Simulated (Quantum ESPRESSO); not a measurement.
NbTe2 in Quantum ESPRESSO: the effect of Hubbard term

NbTe2:

```
Nb Te
1.0
     2.09371    1.20881    6.33008
    -2.09371    1.20881    6.33008
     0.00000   -2.41761    6.33008
Nb Te
1 2
Direct
  0.00000 0.00000 0.00000
  0.25200 0.25200 0.25200
  0.74800 0.74800 0.74800
```

The cell was built by a generator and needn't be a form met in nature.

Alike in all runs:

| Item | Value |
| --- | --- |
| Program | Quantum ESPRESSO 7.5 |
| Task | single point |
| Functional | PBEsol |
| Potentials or basis | PseudoDojo 0.4.1 SR PBEsol standard |
| Cutoff | 1116 eV |
| Density cutoff | 4463 eV |
| k mesh | 5 × 5 × 5 |
| Occupations | gaussian, width 0.05 eV |
| Spin | collinear spin, ferromagnetic start |
| Starting moments | [1.0, 0.0, 0.0] μB |
| Hubbard projectors | ortho-atomic |
| Double | 2 |
| Start of the occupations | atomic |
| Moments locked | none |
| Magnetic state asked for | fm |
| Formal shell electrons | 1 d1 |

**Question.** One run gave: pressure -0.6 GPa; moment 1.57 μB; largest force 0.50 eV/Å. Which Hubbard term did it use?
A. Nb d U = 2 eV
B. Nb d U = 4 eV
C. Nb d U = 8 eV
D. Nb d U = 3 eV
E. Nb d U = 6 eV

**Answer.** E.

| Hubbard term | pressure (GPa) | moment (μB) | largest force (eV/Å) |
| --- | --- | --- | --- |
| none | -5.1 | 0.93 | 0.09 |
| Nb d U = 1 eV | -4.4 | 1.02 | 0.16 |
| Nb d U = 2 eV | -3.7 | 1.03 | 0.27 |
| Nb d U = 3 eV | -2.6 | 1.04 | 0.33 |
| Nb d U = 4 eV | -1.6 | 1.04 | 0.38 |
| Nb d U = 6 eV | -0.6 | 1.57 | 0.50 |
| Nb d U = 8 eV | 3.0 | 2.73 | 0.88 |

Caveats: the U is typed as a test and isn't derived for this compound (some runs).
